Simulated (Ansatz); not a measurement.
# Ti5Si3: the cost of one run

Program: Ansatz 0.2.0. Level of theory: DFT PBEsol, scalar-relativistic, plane waves, PAW. These are calculated values, not measurements.

## 1. The starting structure

It takes space group P6_3/mcm (No. 193, hexagonal). The conventional cell has a = 7.470 Å, b = 7.470 Å, c = 5.130 Å, α = 90.00°, β = 90.00°, γ = 120.00°. Ti (site symmetry 32) has 2 Ti at 2.57 Å and 6 Si at 2.64 Å as nearest neighbours. Around Ti (site symmetry m2m) lie 5 Si at 2.57 to 2.77 Å. Si (site symmetry m2m) has 9 Ti at 2.57 to 2.77 Å as nearest neighbours.

Coordinates:

```cif
data_structure
_symmetry_space_group_name_H-M 'P 1'
_symmetry_Int_Tables_number 1
_cell_length_a 7.4700
_cell_length_b 7.4700
_cell_length_c 5.1304
_cell_angle_alpha 90.000
_cell_angle_beta 90.000
_cell_angle_gamma 120.000
_cell_volume 247.93
loop_
_atom_site_label
_atom_site_type_symbol
_atom_site_fract_x
_atom_site_fract_y
_atom_site_fract_z
_atom_site_occupancy
Ti1 Ti 0.33333 0.66667 0.00000 1
Ti2 Ti 0.66667 0.33333 0.50000 1
Ti3 Ti 0.66667 0.33333 0.00000 1
Ti4 Ti 0.33333 0.66667 0.50000 1
Ti5 Ti 0.25037 0.00000 0.25000 1
Ti6 Ti 0.25037 0.25037 0.75000 1
Ti7 Ti 0.00000 0.25037 0.25000 1
Ti8 Ti 0.74963 0.00000 0.75000 1
Ti9 Ti 0.74963 0.74963 0.25000 1
Ti10 Ti 0.00000 0.74963 0.75000 1
Si1 Si 0.60819 0.00000 0.25000 1
Si2 Si 0.60819 0.60819 0.75000 1
Si3 Si 0.00000 0.60819 0.25000 1
Si4 Si 0.39181 0.00000 0.75000 1
Si5 Si 0.39181 0.39181 0.25000 1
Si6 Si 0.00000 0.39181 0.75000 1
```

It is the result of an earlier relaxation at this level (volume 15.50 Å³/atom; gap on the mesh: none (metal)).

## 2. The cell under PBEsol

Contents of input.yaml:

```yaml
crystal:
  lattice:
    - [7.4700467015, 0.0, 0.0]
    - [-3.7350233507, 6.4692502109, 0.0]
    - [0.0, 0.0, 5.1303735617]
  atoms:
    - { symbol: Ti, position: [0.3333333333, 0.6666666667, 0.0] }
    - { symbol: Ti, position: [0.6666666667, 0.3333333333, 0.5] }
    - { symbol: Ti, position: [0.6666666667, 0.3333333333, 0.0] }
    - { symbol: Ti, position: [0.3333333333, 0.6666666667, 0.5] }
    - { symbol: Ti, position: [0.2503680079, 0.0, 0.25] }
    - { symbol: Ti, position: [0.2503680079, 0.2503680079, 0.75] }
    - { symbol: Ti, position: [0.0, 0.2503680079, 0.25] }
    - { symbol: Ti, position: [0.7496319921, 0.0, 0.75] }
    - { symbol: Ti, position: [0.7496319921, 0.7496319921, 0.25] }
    - { symbol: Ti, position: [0.0, 0.7496319921, 0.75] }
    - { symbol: Si, position: [0.6081884366, 0.0, 0.25] }
    - { symbol: Si, position: [0.6081884366, 0.6081884366, 0.75] }
    - { symbol: Si, position: [0.0, 0.6081884366, 0.25] }
    - { symbol: Si, position: [0.3918115634, 0.0, 0.75] }
    - { symbol: Si, position: [0.3918115634, 0.3918115634, 0.25] }
    - { symbol: Si, position: [0.0, 0.3918115634, 0.75] }
basis:
  ecutwfc: 420
kpoints:
  mp_grid: { grid: [6, 6, 8] }
hamiltonian:
  xc: pbesol
scf:
  occupations: { method: gaussian, width: 0.1 }
output:
  forces: true
  stress: true
  eigenvalues: true
relax:
  adjacent_minimum: "off"
  f_tol: 0.005
  max_steps: 50
  cell: { stress_tol: 0.05 }
```

The run is started by

```
ansatz run input.yaml --threads 4 --pin off --max-ram 10240MiB --backend cpu --events-out ev --progress --plain --runs-dir out
```

Q: Estimate wall time and peak memory on 4 threads of AMD EPYC 7R43 (Zen 3), shared host.

About 85 s, with a peak of 1.3 GiB.
